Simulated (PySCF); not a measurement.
# TiO₂: singlet, from a PBE0 minimum start

Aim: relax TiO₂ as a singlet from a PBE0 minimum start, check by its vibrations whether the end is a minimum, and collect its spectrum and constants.

Method: PBE0, basis Ti def2-TZVP, O def2-TZVP, no relativity, density fitting; program: PySCF 2.14.0.

**1. The system as given**

3 atoms, charge 0, spin multiplicity 1.

Bond lengths: Ti1–O2 1.628 Å, Ti1–O3 1.628 Å. Angles: O2–Ti1–O3 111.8°.

```xyz
3
charge 0 multiplicity 1
Ti    0.0000    0.0000   -0.3655
O     1.3477    0.0000    0.5474
O    -1.3477    0.0000    0.5474
```

**2. The SCF at the typed geometry**

The steps below are one call of a driver around PySCF. For each, scf.py gives the equivalent set-up of the SCF; relaxations use the driver's own optimiser. After this first run the driver tries any further starts and a stability analysis.

scf.py reads:

```python
from pyscf import gto, scf, dft
mol = gto.M(atom='''
Ti     0.000000    -0.000000    -0.365522
O      1.347711    -0.000000     0.547358
O     -1.347711     0.000000     0.547358''',
    basis={'Ti': 'def2-TZVP', 'O': 'def2-TZVP'},
    charge=0, spin=0)
mf = dft.RKS(mol, xc='PBE0')
mf.grids.atom_grid = (50, 194)
aux = {'Ti': 'def2-universal-JKFIT', 'O': 'def2-universal-JKFIT'}
mf = mf.density_fit(auxbasis=aux)
mf.conv_tol = 1e-08
mf.diis_space = 10
mf.max_cycle = 60
mf.init_guess = 'minao'
mf.verbose = 4
mf.kernel()
```

The run is started by

```console
> OMP_NUM_THREADS=2 python axn.py task.json out
```

The log of the run:

```text
init E= -999.474620306806
  HOMO = -0.457201510073255  LUMO = -0.166657443492407  gap/eV = 7.90611
cycle= 1 E= -998.951009211506  delta_E= 0.524  |g|= 1.85  |ddm|= 2.28
  HOMO = -0.211310982201553  LUMO = -0.108245212593914  gap/eV = 2.80456
cycle= 2 E= -978.786080001997  delta_E= 20.2  |g|= 9.85  |ddm|= 4.11
  HOMO = -0.121082511952807  LUMO = -0.101081165440053  gap/eV = 0.54426
cycle= 3 E= -998.795724543263  delta_E=  -20  |g|= 2.31  |ddm|= 3.45
  HOMO = -0.241383758093264  LUMO = -0.117122402398956  gap/eV = 3.38132
cycle= 4 E= -999.503549424579  delta_E= -0.708  |g|= 0.97  |ddm|= 0.584
  HOMO = -0.223032569302839  LUMO = -0.0991544689930066  gap/eV = 3.37089
cycle= 5 E= -999.598985384156  delta_E= -0.0954  |g|= 0.559  |ddm|= 0.193
  HOMO = -0.263428323869193  LUMO = -0.100608809304166  gap/eV = 4.43054
cycle= 6 E= -999.651279643604  delta_E= -0.0523  |g|= 0.0509  |ddm|= 0.203
  HOMO = -0.265344752775471  LUMO = -0.100980984584314  gap/eV = 4.47257
cycle= 7 E= -999.651687654819  delta_E= -0.000408  |g|= 0.0112  |ddm|= 0.0154
  HOMO = -0.266060321386365  LUMO = -0.100878465604897  gap/eV = 4.49483
cycle= 8 E= -999.651709542402  delta_E= -2.19e-05  |g|= 0.00036  |ddm|= 0.00501
  HOMO = -0.266044535968521  LUMO = -0.100853281790414  gap/eV = 4.49508
cycle= 9 E= -999.651709609099  delta_E= -6.67e-08  |g|= 0.000307  |ddm|= 0.000657
  HOMO = -0.266025235286141  LUMO = -0.100861529870139  gap/eV = 4.49433
cycle= 10 E= -999.651709632633  delta_E= -2.35e-08  |g|= 4.04e-05  |ddm|= 0.000261
  HOMO = -0.266023602276829  LUMO = -0.100860833350591  gap/eV = 4.49431
cycle= 11 E= -999.651709633199  delta_E= -5.66e-10  |g|= 1.11e-05  |ddm|= 5.46e-05
  HOMO = -0.266025007452739  LUMO = -0.100859612825197  gap/eV = 4.49438
Extra cycle  E= -999.651709632893  delta_E= 3.06e-10  |g|= 4.41e-05  |ddm|= 2.06e-05
converged SCF energy = -999.651709632893
```

This step, with its further starts and checks, took 3 s on 2 threads of Intel Xeon Platinum 8488C (Sapphire Rapids), shared host.

No lower closed-shell solution turned up in the test of internal stability.

**3. Relaxation: PBE0 minimum start, singlet**

The program finds C2v symmetry in the start, which this walk keeps. The walk stops when the largest gradient is under 0.0003 Eh/bohr and the energy has settled too.

scf.py: that of step 2 with these lines changed.

```diff
@@ -3,3 +3,3 @@
-Ti     0.000000    -0.000000    -0.365522
-O      1.347711    -0.000000     0.547358
-O     -1.347711     0.000000     0.547358''',
+Ti     0.000000     0.000000    -0.365320
+O      1.347711     0.000000     0.547560
+O     -1.347711     0.000000     0.547560''',
@@ -15 +14,0 @@
-mf.init_guess = 'minao'
```

Steps of the walk:

| step | energy (Eh) | change (kJ/mol) | largest symmetric gradient (Eh/bohr) |
| --- | --- | --- | --- |
| 0 | -999.651710 | 0.00 | 0.00029 |

The walk took 1.3 s.

Positions (Å) and forces (eV/Å) along the way:

```
step 0
Ti   0.000   0.000  -0.365   0.000   0.000   0.015
O    1.348   0.000   0.548  -0.002   0.000  -0.007
O   -1.348   0.000   0.548   0.002   0.000  -0.007
```

After 0 steps and 0.0 kJ/mol it ends at C2v: Ti–O 1.628 Å (×2); O–Ti–O 111.8°.

**4. Frequencies**

On the finer grid the gradient is checked again; gradients at displacements of ±0.02 bohr then give force constants and infrared intensities.

scf.py: that of step 3 with these lines changed.

```diff
@@ -9 +9 @@
-mf.grids.atom_grid = (50, 194)
+mf.grids.atom_grid = (75, 302)
@@ -12 +12 @@
-mf.conv_tol = 1e-08
+mf.conv_tol = 1e-10
```

This SCF starts from the last density.

SCF at the final geometry:

```text
init E= -999.651793954694
  HOMO = -0.266016323607479  LUMO = -0.100848340632091  gap/eV = 4.49445
cycle= 1 E= -999.6517939547  delta_E= -5.46e-12  |g|= 9.64e-07  |ddm|= 6.65e-07
  HOMO = -0.266016304555086  LUMO = -0.100848463915822  gap/eV = 4.49445
Extra cycle  E= -999.651793954695  delta_E= 4.55e-12  |g|= 3.66e-06  |ddm|= 1.78e-06
converged SCF energy = -999.651793954695
```

The whole step took 18 s.

Geometry: C2v; Ti–O 1.628 Å (×2); O–Ti–O 111.8°.

Harmonic modes (main isotopes):

```json
{"symmetry": "a1", "ω (cm⁻¹)": "353", "IR (km/mol)": "14.6", "μ (u)": "18.37"}
{"symmetry": "b2", "ω (cm⁻¹)": "1010", "IR (km/mol)": "478", "μ (u)": "20.22"}
{"symmetry": "a1", "ω (cm⁻¹)": "1060", "IR (km/mol)": "43.7", "μ (u)": "18.54"}
```

No imaginary mode, so this is a minimum.

Properties at this point:

```yaml
Dipole_moment: 6.82 D
Highest_occupied_level: -7.24 eV
Lowest_empty_level: -2.74 eV
Rotational_constants: 1.054, 0.2901, 0.2275 cm⁻¹
Zero-point_energy: 14.5 kJ/mol
Principal_polarisabilities: 18.2, 23.5, 44.8 bohr³
Atomisation_energy_without_zero-point_energy: 1237 kJ/mol
Principal_traceless_quadrupole_moments_about_the_centre_of_mass: -13.53, 6.12, 7.40 D Å
Entropy_at_298.15_K_and_1_bar: 258.1 J/(mol K)
Heat_capacity_Cp_at_298.15_K: 42.7 J/(mol K)
Enthalpy_at_298.15_K_above_0_K: 11.03 kJ/mol
Rotational_symmetry_number: 2
```

Charges (e) and bond orders:

| atom | Mulliken | Löwdin | polar tensor | Mayer order to Ti1 |
| --- | --- | --- | --- | --- |
| Ti1 | 1.18 | 0.57 | 1.88 | – |
| O2,3 | -0.59 | -0.28 | -0.94 | 2.08 |

Outer orbital energies (eV). occupied: -23.80, -23.37, -9.62, -9.26, -8.97, -8.50, -8.19, -7.24; empty: -2.74, -1.74, -1.67, 0.15.

Mulliken populations on Ti1: s 6.05, p 12.22, d 2.50, f 0.05.

**5. Results**

```
                                 quantity                             value
                                  minimum                      singlet, C2v
                                 geometry  Ti–O 1.628 Å (×2); O–Ti–O 111.8°
                       wavenumbers (cm⁻¹)    353 (a1), 1010 (b2), 1060 (a1)
                            dipole moment                            6.82 D
     highest occupied, lowest empty level                   -7.24, -2.74 eV
               polar-tensor charge of Ti1                           +1.88 e
                        zero-point energy                       14.5 kJ/mol
                      entropy at 298.15 K                   258.1 J/(mol K)
atomisation energy (no zero-point energy)                       1237 kJ/mol
```

**Reading.** The molecule stays C2v, as typed, and the end point is a minimum. In the infrared the band at 1010 cm⁻¹ (b2, stretch) leads. With 6.8 D the molecule is strongly polar. Only this shape and spin were tried, so other structures or states may lie lower. Whether spin polarisation would lower the closed shell was not checked.

The search up to here took 23 s.
